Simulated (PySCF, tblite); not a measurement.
**Si4H9O radical, a cluster model of a defect (Si site with back bonds [SiH3], [SiH3], O[SiH3]): EPR parameters**

What EPR parameters should one expect for `[SiH3]O[Si]([SiH3])[SiH3]`? It is drawn as: dangling bond.

Computed with tblite 0.8.0 and PySCF 2.14.0; each step states its level. No surroundings beyond the atoms listed, unless a continuum is named. Atoms count from 0, parts from 1.

### Step 1. The system as given

14 atoms, charge 0, multiplicity 2; geometry: distance geometry start.

### Step 2. Relaxing the cluster with GFN2-xTB

Job settings and geometry (Å):

```
{"job": {"kind": "relax", "xc": "GFN2-xTB", "basis": "xTB"}, "charge": 0, "multiplicity": 2}
Si     0.250926     0.270145     0.394432
Si    -1.590378     1.311414    -0.189115
Si     0.089100    -1.109047     2.165791
O      1.285494    -0.308896    -0.916928
Si     0.755938    -1.358517    -2.258362
H     -2.578738     1.161063     0.817400
H     -2.079468     0.783781    -1.407211
H     -1.319794     2.688734    -0.342894
H     -1.106179    -1.838617     2.070215
H      1.203842    -1.987318     2.166328
H      0.077720    -0.338477     3.356081
H      0.617242    -2.697741    -1.764444
H      1.694581    -1.335722    -3.281239
H     -0.508441    -0.923138    -2.725340
```

With the program's defaults for keys left out, this is: GFN2-xTB geometry optimisation, gas phase.

The run is started by

```
$ OMP_NUM_THREADS=1 python cluster_run.py task.json out
```

One launch serves the whole session: the jobs run in the order shown.

**Question.** The jobs that follow are: PBE0-D3(BJ)/def2-SVP geometry optimisation, gas phase; UKS B3LYP, IGLO-III on O Si, pcH-1 on H, non-relativistic, mean-field spin-orbit, GIAO; UKS BHandHLYP, IGLO-III on O Si, pcH-1 on H, non-relativistic, mean-field spin-orbit, GIAO. Predict: point group; rotational constants (main isotopes); g(iso) (B3LYP); ⟨S²⟩; largest a(iso).

**Answer**, as computed:

| quantity | value |
| --- | --- |
| point group | C1 |
| rotational constants (main isotopes) | 1.95, 1.16, 0.77 GHz |
| g(iso) (B3LYP) | 2.00332 |
| ⟨S²⟩ | 0.753 (exact 0.75) |
| largest a(iso) | 29Si on Si0, -412.6 MHz |

In words: Relaxing lowered the energy by 0.378 eV in 30 steps; the close pair that moved most is Si0–Si2, from 2.281 to 2.348 Å (PBE0/def2-SVP). Most of the unpaired spin sits on Si0 (0.85 e). The isotropic g lies 1.0 ppt above the free-electron value. The coupling of 29Si on Si0 runs from -448.5 (BHandHLYP/IGLO-III+pcH-1) to -412.6 MHz (B3LYP/IGLO-III+pcH-1). A capped cluster stands for the solid here, so long-range fields and strain are missing, and bands or shifts of the capping hydrogens have no counterpart in it.
